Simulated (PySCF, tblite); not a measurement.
**C2H8Cl2P2Si: geometry, infrared bands and NMR shifts**

Aim: predict the infrared bands and NMR shifts of C2H8Cl2P2Si (`P[Si](P)(Cl)CCCl`).

Programs: tblite 0.8.0 and PySCF 2.14.0, with density-fitted response routines of our own. Each step states its level of theory. These are calculated values for one molecule in the gas phase, unless marked as measured. Atoms are numbered from 0 throughout.

**1. Starting geometry**

15 atoms, charge 0, multiplicity 1; geometry from: force field or distance geometry start.

Bonds of the start (Å): P0–Si1 2.14, Si1–P2 2.20, Si1–Cl3 2.12, Si1–C4 1.87, C4–C5 1.50, C5–Cl6 1.77, P0–H7 1.41, P0–H8 1.43, P2–H9 1.46, P2–H10 1.43, C4–H11 1.11, C4–H12 1.12, C5–H13 1.13, C5–H14 1.09.

**2. Relaxing the molecule with GFN2-xTB**

Job settings and geometry (Å):

```
{"job": {"kind": "relax", "xc": "GFN2-xTB", "basis": "xTB"}, "charge": 0, "multiplicity": 1}
P     -0.778100     2.149100    -0.871200
Si    -0.925400     0.293100     0.175700
P     -1.854100    -1.334300    -0.985000
Cl    -2.270100     0.616500     1.784500
C      0.637000    -0.260600     1.041800
C      1.762500    -0.620500     0.123300
Cl     2.328400     0.671500    -0.937900
H      0.135600     2.268300    -1.940700
H     -1.105600     3.339400    -0.158800
H     -2.582000    -2.202000    -0.065800
H     -0.940100    -2.025900    -1.843700
H      0.431700    -1.118400     1.714000
H      0.973600     0.626800     1.638900
H      2.635400    -0.894100     0.791900
H      1.546600    -1.501100    -0.488900
```

On the command line:

```sh
OMP_NUM_THREADS=1 python probes_run.py task.json out
```

This one command runs all jobs of the session in turn.

**Question.** This job is followed by: GFN2-xTB harmonic vibrations, gas phase; GIAO PBE0/pcSseg-1 NMR shielding, non-relativistic, gas phase. What will the session give for the following? strongest single infrared mode (GFN2-xTB); zero-point energy (GFN2-xTB); 13C shifts against TMS (PBE0/pcSseg-1); 1H shifts against TMS (PBE0/pcSseg-1, means over atoms taken as alike); 31P shifts against H3PO4 (PBE0/pcSseg-1, means over atoms taken as alike); 29Si shifts against TMS (PBE0/pcSseg-1); 35Cl shifts against HCl (PBE0/pcSseg-1); surface potential, 1st and 99th percentile.

**Answer**, as computed:

| quantity | value |
| --- | --- |
| strongest single infrared mode (GFN2-xTB) | 2383 cm⁻¹, 112 km/mol |
| zero-point energy (GFN2-xTB) | 58.5 kcal/mol |
| 13C shifts against TMS (PBE0/pcSseg-1) | 48.7, 37.7 ppm |
| 1H shifts against TMS (PBE0/pcSseg-1, means over atoms taken as alike) | 3.85, 1.74, 1.63 ppm |
| 31P shifts against H3PO4 (PBE0/pcSseg-1, means over atoms taken as alike) | -248.7 ppm |
| 29Si shifts against TMS (PBE0/pcSseg-1) | 48.9 ppm |
| 35Cl shifts against HCl (PBE0/pcSseg-1) | 115, 31 ppm |
| surface potential, 1st and 99th percentile | -0.87 V and 1.26 V |

In words: Over 110 steps the energy fell by 2.096 eV; of the close pairs, P0–Si1 changed most, 2.136 to 2.266 Å. All 39 modes are real, so the xTB geometry is a minimum. The strongest single mode, at 2383 cm⁻¹, moves mainly H7 and H8. Unscaled tight-binding wavenumbers are off by several per cent, some by more. Its intensities can rank the bands wrongly. The most deshielded carbon is C5 (sp3 CH2 bonded to Cl), at 48.7 ppm: pulled downfield by the heteroatom. H13, H14 (mean) (hydrogen on an sp3 CH2 bonded to Cl) lies farthest downfield among hydrogen, at 3.85 ppm; its carbon carries Cl, an electronegative neighbour. At PBE0/pcSseg-1: The largest span, 308 ppm, is at Cl6, where the paramagnetic term is -314 ppm. At PBE0/pcSseg-1, counted by nearest atom on the grid, the HOMO lies on P0 56 %; Si1 11 %, the LUMO on Si1 24 %; P0, P2 about 16 % each.
